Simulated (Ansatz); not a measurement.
# LaZn: response to strain

Aim: deform LaZn (equal xx and yy strain of +1 %) and compute stress, forces and field gradients with LAPW, PAW and all-electron datasets made for the crystal.

Program: Ansatz 0.2.0. Level of theory: DFT LDA, scalar-relativistic. These are calculated values, not measurements.

**1. Starting point**

Symmetry: Pm-3m, No. 221, cubic system. The conventional cell has a = 3.750 Å, b = 3.750 Å, c = 3.750 Å, α = 90.00°, β = 90.00°, γ = 90.00°. La (site symmetry m-3m) has 8 Zn at 3.25 Å as nearest neighbours. Around Zn (site symmetry m-3m) lie 8 La at 3.25 Å.

As a file:

```cif
data_structure
_symmetry_space_group_name_H-M 'Pm-3m'
_symmetry_Int_Tables_number 221
_cell_length_a 3.7500
_cell_length_b 3.7500
_cell_length_c 3.7500
_cell_angle_alpha 90.000
_cell_angle_beta 90.000
_cell_angle_gamma 90.000
_cell_volume 52.73
loop_
_atom_site_label
_atom_site_type_symbol
_atom_site_symmetry_multiplicity
_atom_site_Wyckoff_symbol
_atom_site_fract_x
_atom_site_fract_y
_atom_site_fract_z
_atom_site_occupancy
La1 La 1 b 0.50000 0.50000 0.50000 1
Zn1 Zn 1 a 0.00000 0.00000 0.00000 1
```

The file gives the conventional cell by its symmetry; the runs use the cell typed in the input.

Atoms are numbered in the order of the input: La1, Zn2.

**2. The deformed structure**

Space group Pm-3m before, P4/mmm after.

**3. Full-potential LAPW**

input.yaml

```yaml
crystal:
  lattice:
    - [3.7875, 0.0, 0.0]
    - [0.0, 3.7875, 0.0]
    - [0.0, 0.0, 3.75]
  atoms:
    - { symbol: La, position: [0.5, 0.5, 0.5] }
    - { symbol: Zn, position: [0.0, 0.0, 0.0] }
kpoints:
  mp_grid: { grid: [9, 9, 9] }
  band_path:
    path:
      - [0.0, 0.0, 0.0]
      - [0.0, 0.5, 0.0]
      - [0.5, 0.5, 0.0]
      - [0.0, 0.0, 0.0]
      - [0.0, 0.0, 0.5]
      - [0.0, 0.5, 0.5]
      - [0.5, 0.5, 0.5]
      - [0.0, 0.0, 0.5]
      - [0.0, 0.5, 0.0]
    npoints: 5
scf:
  occupations: { method: fermi_dirac, width: 0.05 }
hamiltonian:
  xc: lda
  pseudopotentials: { kind: all_electron, lapw: { basis_error: 0.001 } }
output:
  forces: true
  stress: true
  eigenvalues: true
```

Command:

```sh
$ ansatz run input.yaml --threads 1 --pin off --max-ram 3072MiB --backend cpu --events-out ev --progress --plain --runs-dir out
```

**4. Frozen-core PAW**

input.yaml

```yaml
crystal:
  lattice:
    - [3.7875, 0.0, 0.0]
    - [0.0, 3.7875, 0.0]
    - [0.0, 0.0, 3.75]
  atoms:
    - { symbol: La, position: [0.5, 0.5, 0.5] }
    - { symbol: Zn, position: [0.0, 0.0, 0.0] }
kpoints:
  mp_grid: { grid: [9, 9, 9] }
scf:
  occupations: { method: fermi_dirac, width: 0.05 }
hamiltonian:
  xc: lda
  pseudopotentials: { kind: paw }
output:
  forces: true
  stress: true
  eigenvalues: true
  efg: { contact_densities: true }
```

**5. All-electron PAW on datasets made for the crystal**

input.yaml, as its differences from that of step 4:

```diff
@@ -14,3 +14,3 @@
   xc: lda
-  pseudopotentials: { kind: paw }
+  pseudopotentials: { kind: all_electron, datasets: crystal }
 output:
```

(Steps that only read results are left out.)

Before running it: what results should come out? Wanted: pressure; largest shear or deviatoric stress.

**Answer**, as computed:

```
                                 quantity                                              value
                                 pressure  LAPW -4.80, PAW -4.82, crystal datasets -4.80 GPa
largest shear or deviatoric stress (LAPW)                                           0.19 GPa
```

**Reading.** The largest part of the stress beyond the pressure is 0.19 GPa in size, in the zz component; the atoms are carried along and not relaxed. No run of the undeformed cell stands beside it, so the pressure holds what the given cell had before the change. PAW: stress within 0.01 GPa of LAPW. Crystal datasets: stress within 0.01 GPa of LAPW. Spin-orbit coupling is left out, though the cell holds La; in elements this heavy it can shift bands and gaps by tenths of an eV.
